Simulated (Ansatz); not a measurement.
# PtSe2: the cost of one run

Computed with Ansatz 0.2.0 (DFT LDA, scalar-relativistic, plane waves, PAW, unless a step's input says otherwise).

The COD entry's cell or inner coordinates are ideal or old and differ from later refinements, so a difference from it is no clean test against experiment.

5 further runs of the same task are left out: 5 set aside as unsound or not needed.

### Step 1. Starting point

The structure is trigonal, space group P-3m1 (No. 164). Conventional cell: a = 3.741 Å, b = 3.741 Å, c = 4.764 Å, α = 90.00°, β = 90.00°, γ = 120.00°. Pt (site symmetry -3m) has 6 Se at 2.50 Å as nearest neighbours. Se (site symmetry 3m) is surrounded by 3 Pt at 2.50 Å.

Coordinates:

```
CELL_PARAMETERS angstrom
3.74140 0.00000 0.00000
-1.87070 3.24015 0.00000
0.00000 0.00000 4.76420
ATOMIC_POSITIONS crystal
Pt 0.00000 0.00000 0.00000
Se 0.33333 0.66667 0.26477
Se 0.66667 0.33333 0.73523
```

It is the result of an earlier relaxation at this level (volume 19.25 Å³/atom; gap on the mesh: none (metal)).

### Step 2. The cell under 16 GPa

At a set pressure the run lowers the enthalpy E + PV, so the energy alone may rise along the way.

Input file input.yaml:

```yaml
crystal:
  lattice:
    - [3.7414042293, 0.0, 0.0]
    - [-1.8707021146, 3.2401511084, 0.0]
    - [0.0, 0.0, 4.764200838]
  atoms:
    - { symbol: Pt, position: [0.0, 0.0, 0.0] }
    - { symbol: Se, position: [0.3333333333, 0.6666666667, 0.2647678366] }
    - { symbol: Se, position: [0.6666666667, 0.3333333333, 0.7352321634] }
basis:
  ecutwfc: 420
kpoints:
  mp_grid: { grid: [12, 12, 8] }
hamiltonian:
  xc: lda
scf:
  occupations: { method: fermi_dirac, width: 0.15 }
output:
  forces: true
  stress: true
  eigenvalues: true
relax:
  adjacent_minimum: "off"
  f_tol: 0.001
  max_steps: 60
  cell: { stress_tol: 0.02, p_target: 16.0 }
```

The run is started by

```
ansatz run input.yaml --threads 1 --pin off --max-ram 3072MiB --backend cpu --events-out ev --progress --plain --runs-dir out
```

What time and memory should one allow on 1 thread of Intel Xeon Platinum 8375C at 2.90GHz (Ice Lake), shared host?

About 63 s, with a peak of 0.54 GiB.
